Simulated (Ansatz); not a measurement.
The system is HfIn4SiO6.

```
Hf In Si O
1.0
     2.71585   -4.70357    0.00833
     2.71585    4.70357    0.00833
    -1.87915    0.00000    7.40127
Hf In Si O
1 4 1 6
Cartesian
  2.7159 -2.7125 0.0083
  1.7763 -1.1453 3.7090
  2.7159 0.4231 0.0083
  1.7763 2.0313 3.7090
  1.7763 -4.3098 3.7090
  2.7159 3.5589 0.0083
  -1.1497 0.2444 6.4159
  4.7022 0.2444 1.0021
  1.9910 -1.2091 6.4253
  1.5616 -1.2091 0.9927
  1.8741 2.2355 0.9933
  1.6785 2.2355 6.4246
```

The cell was built by a generator and needn't be a form met in nature.

Base run:

- Program: Ansatz 0.2.0
- Functional: PBE
- Potentials or basis: Ansatz PAW
- Cutoff: 420 eV
- Density cutoff: 1680 eV
- k mesh: 6 × 6 × 4
- Occupations: fermi-dirac, width 0.05 eV
- Spin: no spin polarisation
- Hubbard terms: Hf d U = 4 eV

Its results: band gap on the k mesh none (metal or under the smearing width); pressure 1.0 GPa; largest force 0.199 eV/Å.

Q: The run is repeated on the same cell with these changes: hubbard terms from Hf d U = 4 eV to Hf d U = 6 eV. What comes out?

A: Band gap on the k mesh none (metal or under the smearing width); pressure 1.6 GPa; largest force 0.317 eV/Å.

Caveats: U without spin polarisation on a metal has little footing; the density of states is complete only up to the lowest level of the last band computed.

Not every run made on this cell is shown here.
